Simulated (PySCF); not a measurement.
**MoCl2OF2 (SMILES [O]=[Mo]([F])([F])([Cl])[Cl]): levels of theory compared**

Aim: a comparison of 3 runs (HF/3-21G, BLYP/3-21G, MP2/STO-3G) of MoCl2OF2. Input form: a Python script.

The results are computed with PySCF 2.14.0.

### 1 The structure to begin with

The species is MoCl2OF2 (6 atoms), meant as a singlet with charge 0. As SMILES, `[O]=[Mo]([F])([F])([Cl])[Cl]`. The shape is that of a PBE0-D4/def2-TZVP optimisation.

Bond lengths: O1–Mo2 1.638 Å, Mo2–F3 1.842 Å, Mo2–F4 1.842 Å, Mo2–Cl5 2.263 Å, Mo2–Cl6 2.263 Å. Angles: O1–Mo2–F3 106.1°, O1–Mo2–F4 106.1°, O1–Mo2–Cl5 104.0°, O1–Mo2–Cl6 104.0°, F3–Mo2–F4 83.3°, F3–Mo2–Cl5 149.8°, F3–Mo2–Cl6 86.0°, F4–Mo2–Cl5 86.0°, F4–Mo2–Cl6 149.8°, Cl5–Mo2–Cl6 89.4°.

### 2 Energy and gradient at HF/3-21G (run 1)

Input file geometry.xyz:

```xyz
6

O     -0.903200     0.018100    -1.466000
Mo    -0.065700    -0.075900    -0.061400
F     -1.254500    -0.699700     1.200200
F      0.593900    -1.793900     0.024700
Cl     2.037400     0.532400    -0.635800
Cl    -0.365800     1.954900     0.892100
```

Input file calc.py:

```python
# [O]=[Mo]([F])([F])([Cl])[Cl]
import pyscf.grad
from pyscf import gto, scf

mol = gto.Mole()
mol.atom = 'geometry.xyz'
mol.max_memory = 1860
mol.verbose = 4
mol.basis = '3-21g'
mol.spin = 0
mol.build()

calc0 = scf.RHF(mol)
calc0.conv_tol = 1e-10
calc0.kernel()
if not calc0.converged:
    calc0 = calc0.newton().run(calc0.mo_coeff, calc0.mo_occ)

e_final = calc0.e_tot
print(f'total energy: {e_final:.8f} hartree')
grad = calc0.Gradients().kernel()
calc0.analyze()
```

On the command line:

```
$ OMP_NUM_THREADS=1 python calc.py
```

Output:

```text
PySCF version 2.14.0

[... 74 lines left out ...]
converged SCF energy = -5143.42970190255
[... 26 lines left out ...]
MO #5   energy= -94.5290692416181  occ= 2
[... 11 lines left out ...]
MO #17  energy= -9.93499501533162  occ= 2
[... 11 lines left out ...]
MO #29  energy= -2.16011138205563  occ= 2
[... 11 lines left out ...]
MO #41  energy= -0.723946405844961 occ= 2
[... 11 lines left out ...]
MO #53  energy= -0.0787006919984292 occ= 0
[... 11 lines left out ...]
MO #65  energy= 0.729463215963345  occ= 0
[... 11 lines left out ...]
MO #77  energy= 1.20723718657332   occ= 0
[... 11 lines left out ...]
MO #89  energy= 3.93542964254725   occ= 0
[... 98 lines left out ...]
Dipole moment(X, Y, Z, Debye): -0.34019,  0.10354, -0.63275
```

Wall time 21 s (1 thread of Intel Xeon at 2.50GHz (Skylake/Cascade Lake), shared host); peak memory 0.18 GiB.

### 3 Energy and forces at BLYP/3-21G (run 2)

Input file input.xyz:

```xyz
6

O     -0.903200     0.018100    -1.466000
Mo    -0.065700    -0.075900    -0.061400
F     -1.254500    -0.699700     1.200200
F      0.593900    -1.793900     0.024700
Cl     2.037400     0.532400    -0.635800
Cl    -0.365800     1.954900     0.892100
```

Input file calc.py:

```python
import pyscf.grad
from pyscf import gto, dft

molecule = gto.Mole()
molecule.atom = 'input.xyz'
molecule.spin = 0
molecule.charge = 0
molecule.basis = '3-21g'
molecule.verbose = 4
molecule.max_memory = 1860
molecule.build()

mf = dft.RKS(molecule, xc='blyp')
mf.conv_tol = 1e-10
mf.grids.level = 5
mf.kernel()
if not mf.converged:
    mf = mf.newton().run(mf.mo_coeff, mf.mo_occ)

energy = mf.e_tot
print('E(%s) = %.9f' % ('BLYP', energy))
grad = mf.Gradients().kernel()
mf.analyze()
```

On the command line:

```
$ OMP_NUM_THREADS=1 python calc.py
```

Output:

```text
PySCF version 2.14.0

[... 63 lines left out ...]
WARN: HOMO -0.263226954161701 == LUMO -0.262235206887155
[... 62 lines left out ...]
MO #5   energy= -90.654228922482   occ= 2
[... 11 lines left out ...]
MO #17  energy= -8.63165094057817  occ= 2
[... 11 lines left out ...]
MO #29  energy= -1.58797812252778  occ= 2
[... 11 lines left out ...]
MO #41  energy= -0.444070217333711 occ= 2
[... 11 lines left out ...]
MO #53  energy= -0.167186424115403 occ= 0
[... 11 lines left out ...]
MO #65  energy= 0.490249331715106  occ= 0
[... 11 lines left out ...]
MO #77  energy= 0.953710337336857  occ= 0
[... 11 lines left out ...]
MO #89  energy= 3.43717960186317   occ= 0
[... 98 lines left out ...]
Dipole moment(X, Y, Z, Debye): -0.39387, -0.51730, -0.13877
```

Wall time 1.8 min (1 thread of Intel Xeon at 2.50GHz (Skylake/Cascade Lake), shared host); peak memory 0.87 GiB.

### 4 Energy and gradient at MP2/STO-3G (run 3)

Input file job.py:

```python
from pyscf import gto, scf, mp

mol = gto.Mole()
mol.atom = '''
O   -0.903200   0.018100  -1.466000
Mo  -0.065700  -0.075900  -0.061400
F   -1.254500  -0.699700   1.200200
F    0.593900  -1.793900   0.024700
Cl   2.037400   0.532400  -0.635800
Cl  -0.365800   1.954900   0.892100
'''
mol.max_memory = 1860
mol.basis = 'sto-3g'
mol.verbose = 3
mol.build()

hf = scf.RHF(mol)
hf.conv_tol = 1e-10
hf.kernel()
if not hf.converged:
    hf = hf.newton().run(hf.mo_coeff, hf.mo_occ)

pt = mp.MP2(hf, frozen=27).run()
etot = pt.e_tot
print(f'total energy: {etot:.8f} hartree')
grad = pt.nuc_grad_method().kernel()
hf.analyze()
```

On the command line:

```
$ OMP_NUM_THREADS=1 python job.py
```

Output:

```text
converged SCF energy = -5115.2762654791
[... 16 lines left out ...]
MO #4   energy= -101.09171967403   occ= 2
[... 7 lines left out ...]
MO #12  energy= -15.5436789136025  occ= 2
[... 7 lines left out ...]
MO #20  energy= -9.12987688417459  occ= 2
[... 7 lines left out ...]
MO #28  energy= -3.00937215224215  occ= 2
[... 7 lines left out ...]
MO #36  energy= -1.00100788342495  occ= 2
[... 7 lines left out ...]
MO #44  energy= -0.494713928262631 occ= 2
[... 7 lines left out ...]
MO #52  energy= 0.0375485007058922 occ= 0
[... 7 lines left out ...]
MO #60  energy= 0.650322407518591  occ= 0
[... 7 lines left out ...]
Dipole moment(X, Y, Z, Debye): -1.61220, -2.16313, -0.52306
```

Wall time 37 s (1 thread of Intel Xeon at 2.50GHz (Skylake/Cascade Lake), shared host); peak memory 0.32 GiB.

### 5 The series

```tsv
run	level	integration grid	frozen core orbitals	energy (Eh)	dipole moment (D) of the reference	HOMO energy (eV)	LUMO energy (eV)	wall time
1	HF/3-21G	–	–	-5143.429702	0.73	-13.08	-3.62	21 s
2	BLYP/3-21G	5	–	-5148.447315	0.66	-7.95	-6.14	1.8 min
3	MP2/STO-3G	–	27	-5115.694656	2.75	-10.43	1.02	37 s
```

### 6 Results

| quantity | value |
| --- | --- |
| run 3: total energy | -5115.69466 Eh |
| run 3: dipole moment (Hartree–Fock density) | 2.75 D |
| run 3: HOMO energy (Hartree–Fock orbitals) | -10.43 eV |
| run 3: LUMO energy (Hartree–Fock orbitals) | 1.02 eV |
| run 3: HOMO–LUMO gap (Hartree–Fock orbitals) | 11.45 eV |
| run 3: correlation energy (27 core orbitals frozen) | -418.4 mEh |
| run 3: largest force on an atom | 7.299 eV/Å |

What this shows: In run 3 the basis is minimal, so the values are rough. In runs 1, 2, 3 relativity is left out where basis or elements ask for it. All runs together took 2.7 min, the longest 1.8 min.
